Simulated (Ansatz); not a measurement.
From input file to script: CH₅AlBFS, SMILES B[S][Al]([CH3])[F] in Ansatz 0.2.0.

```yaml
crystal:
  periodic: [false, false, false]
  atoms:
    - { symbol: B, position_ang: [-0.7656, 2.1211, -0.4114] }
    - { symbol: S, position_ang: [0.5679, 1.4069, -1.4475] }
    - { symbol: Al, position_ang: [0.9603, -0.149, 0.1277] }
    - { symbol: C, position_ang: [0.0819, -1.8689, 0.1126] }
    - { symbol: F, position_ang: [2.1906, 0.181, 1.4271] }
    - { symbol: H, position_ang: [-0.5776, 3.0509, 0.3395] }
    - { symbol: H, position_ang: [-1.8931, 1.7705, -0.5376] }
    - { symbol: H, position_ang: [0.3741, -2.4879, 0.9651] }
    - { symbol: H, position_ang: [-1.0771, -1.6661, 0.2382] }
    - { symbol: H, position_ang: [0.2217, -2.4095, -0.8108] }
basis:
  gaussian: { orbitals: "6-31G*" }
hamiltonian:
  xc: { name: wB97 }
output:
  forces: true
```

The program run on that file:
```console
$ ansatz run input.yaml --threads 1 --pin off --max-ram 4096MiB --backend cpu --events-out ev --progress --plain --runs-dir out
Engine: ansatz 0.2.0, aarch64-unknown-linux-gnu
Functional definition: wB97
  parameter omega = 0.4/bohr
  parameter cx1 = 1.13116
  parameter cx2 = -2.74915
  parameter cx3 = 12.0900
  parameter cx4 = -5.71642
  parameter css1 = -2.55352
  parameter css2 = 11.8926
  parameter css3 = -26.9452
  parameter css4 = 17.0927
  parameter cos1 = 3.99051
  parameter cos2 = -17.0066
  parameter cos3 = 1.07292
  parameter cos4 = 8.88211
  exchange = spin_sum(e_x_unif_sr(omega)*poly(b97_u_x, 1, cx1, cx2, cx3, cx4)) + exact_x_lr(omega)
  correlation = spin_sum(e_c_pw_same_spin*poly(b97_u_same, 1, css1, css2, css3, css4))
      + integral(e_c_pw_opposite_spin*poly(b97_u_opposite, 1, cos1, cos2, cos3, cos4))
1074 factors; their error is unknown
356 factors; integrals over basis functions are off by at most 1.5e-5 eV
mean field evaluation 1: about -21940.9484 eV, gradient 4.2e1 eV
mean field evaluation 2: about -21941.2850 eV, gradient 4.7e1 eV
mean field evaluation 4: about -21944.5662 eV, gradient 1.7e0 eV
mean field evaluation 8: about -21944.5789 eV, gradient 9.2e-2 eV
mean field evaluation 16: about -21944.5157 eV, gradient 8.9e-5 eV
mean field -21944.51572354 eV, -806.4460783129 hartree, gradient 8.8e-5 eV, S^2 0.000000; 0 other end points of the search recorded, 0 dependent functions left out
the calculation of the forces begins
reference -21944.51571164 eV, -806.4460778759 hartree; 27, 27 occupied and 66, 66 virtual orbitals, 1074 factors
Total energy: -21944.51571164 eV, -806.4460778759 hartree
Atom 0 at    -0.765600     2.121100    -0.411400 Å, force     0.133789     0.697572    -0.222303 eV/Å
Atom 1 at     0.567900     1.406900    -1.447500 Å, force    -0.004901    -0.481853     1.042876 eV/Å
Atom 2 at     0.960300    -0.149000     0.127700 Å, force     2.235306     0.898097     1.671813 eV/Å
Atom 3 at     0.081900    -1.868900     0.112600 Å, force    -2.298386     0.906728     0.937655 eV/Å
Atom 4 at     2.190600     0.181000     1.427100 Å, force    -2.302209    -0.491651    -2.437811 eV/Å
Atom 5 at    -0.577600     3.050900     0.339500 Å, force     0.251966    -0.275715    -0.078671 eV/Å
Atom 6 at    -1.893100     1.770500    -0.537600 Å, force    -0.268103    -0.373543    -0.042457 eV/Å
Atom 7 at     0.374100    -2.487900     0.965100 Å, force     0.083866    -0.118343    -0.023585 eV/Å
Atom 8 at    -1.077100    -1.666100     0.238200 Å, force     2.150976    -0.443693    -0.360583 eV/Å
Atom 9 at     0.221700    -2.409500    -0.810800 Å, force     0.017695    -0.317600    -0.486934 eV/Å
Dipole moment:    -0.340568    -0.348977    -0.046934 e Å
```

`ch5albfs.py`:
```python
from dataclasses import dataclass

import ansatz
from ase import Atoms
import numpy as np
import pandas as pd


@dataclass(frozen=True)
class Options:
    basis_set: str = "6-31G*"


cfg = Options()


def main() -> None:
    atoms = Atoms(["B", "S", "Al", "C", "F", "H", "H", "H", "H", "H"], positions=[
        (-0.7656, 2.1211, -0.4114),
        (0.5679, 1.4069, -1.4475),
        (0.9603, -0.149, 0.1277),
        (0.0819, -1.8689, 0.1126),
        (2.1906, 0.181, 1.4271),
        (-0.5776, 3.0509, 0.3395),
        (-1.8931, 1.7705, -0.5376),
        (0.3741, -2.4879, 0.9651),
        (-1.0771, -1.6661, 0.2382),
        (0.2217, -2.4095, -0.8108),
    ])
    geometry = ansatz.Crystal.molecule_from_ase(atoms)

    calculation = (
        geometry.calculation()
        .basis(gaussian=cfg.basis_set)
        .functional(ansatz.LibraryFunctional("wB97"))
        .forces()
    )
    res = calculation.run()
    rep = res.report

    for key in ("converged", "free_energy_ev", "reference_energy_ev", "n_frozen", "n_occupied", "n_virtual"):
        print(f"{key:22s} {rep[key]}")

    symbols = [site.symbol for site in geometry.cartesian_sites]
    print("forces (eV/A)")
    for symbol, f in zip(symbols, rep["forces_ev_ang"]):
        print(f"  {symbol:2s} {f[0]:9.4f} {f[1]:9.4f} {f[2]:9.4f}")

    charges = rep["charge_distribution"]
    table = pd.DataFrame({"atom": symbols, "mulliken": charges["mulliken_charges_e"], "lowdin": charges["lowdin_charges_e"]})
    print(table.round(3).to_string())
    print("dipole (e A):", np.round(charges["dipole_moment_e_ang"], 4) + 0.0)


if __name__ == "__main__":
    main()
```

```console
$ python ch5albfs.py
converged              True
free_energy_ev         -21944.515711643016
reference_energy_ev    -21944.515711643016
n_frozen               0
n_occupied             [27, 27]
n_virtual              [66, 66]
forces (eV/A)
  B     0.1338    0.6976   -0.2223
  S    -0.0049   -0.4819    1.0429
  Al    2.2353    0.8981    1.6718
  C    -2.2984    0.9067    0.9377
  F    -2.3022   -0.4917   -2.4378
  H     0.2520   -0.2757   -0.0787
  H    -0.2681   -0.3735   -0.0425
  H     0.0839   -0.1183   -0.0236
  H     2.1510   -0.4437   -0.3606
  H     0.0177   -0.3176   -0.4869
  atom  mulliken  lowdin
0    B    -0.051  -0.218
1    S    -0.249   0.133
2   Al     0.808   0.177
3    C    -0.724  -0.470
4    F    -0.423  -0.171
5    H     0.029   0.039
6    H     0.026   0.038
7    H     0.204   0.155
8    H     0.173   0.161
9    H     0.206   0.156
dipole (e A): [-0.3406 -0.349  -0.0469]
```

What to keep in mind:
- Total energies depend on the basis set; only differences at equal settings carry meaning.
- The geometry is a force-field or estimated start, not a minimum of this method, and the basis set is short of its limit.
- The Löwdin charges here are taken after orthogonalising the functions within each atom; they differ from plain Löwdin charges, and their signs can be unphysical.
- Run time: 9 s on 1 thread of Arm Neoverse V2, with other jobs on the host, peak memory 0.31 GiB.

(Lines on the test bed's own set-up are left out of the output.)
